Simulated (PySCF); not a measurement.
# CoH12N4 ([Co(NH3)4]2+): the cost of one run

Computed with PySCF 2.14.0 and routines of our own; the level stands in each step. Atoms count from 0.

### Step 1. The starting structure

17 atoms, charge 2, states of the metal's open shell are computed; geometry from: model start, shaken.

### Step 2. Relaxing the molecule at PBE0-D3(BJ)/def2-SVP

Job settings and geometry (Å):

```
{"job": {"xc": "PBE0", "basis": "def2-SVP", "d3": "d3bj", "grid": 1, "maxiter": 45, "solvent": "water", "kind": "geom"}, "charge": 2, "metal": "Co", "open_shell": "d7"}
Co     0.000020     0.004480    -0.004110
N      1.946640    -0.006820    -0.014870
H      2.351240     0.962460    -0.007380
H      2.341030    -0.463830     0.821460
H      2.351920    -0.485140    -0.816540
N     -1.949570    -0.020160    -0.006860
H     -2.378860    -0.961700    -0.027630
H     -2.353860     0.452170     0.820170
H     -2.347990     0.468380    -0.853860
N     -0.008080     1.959270     0.001700
H     -0.022950     2.343170     0.927680
H      0.803970     2.366250    -0.483290
H     -0.816590     2.363600    -0.479930
N     -0.001680    -1.958340     0.000960
H     -0.018380    -2.349190    -0.921970
H      0.792900    -2.337450     0.472970
H     -0.825730    -2.320330     0.482610
```

Run with:

```bash
> OMP_NUM_THREADS=1 python lf_run.py task.json out
```

This one command runs all jobs of the session in turn.

**Question.** How long does this first job take on 1 thread of AMD EPYC 7R43, shared host, and how much memory does it need?

About 7 min, with a peak of 1.5 GiB.
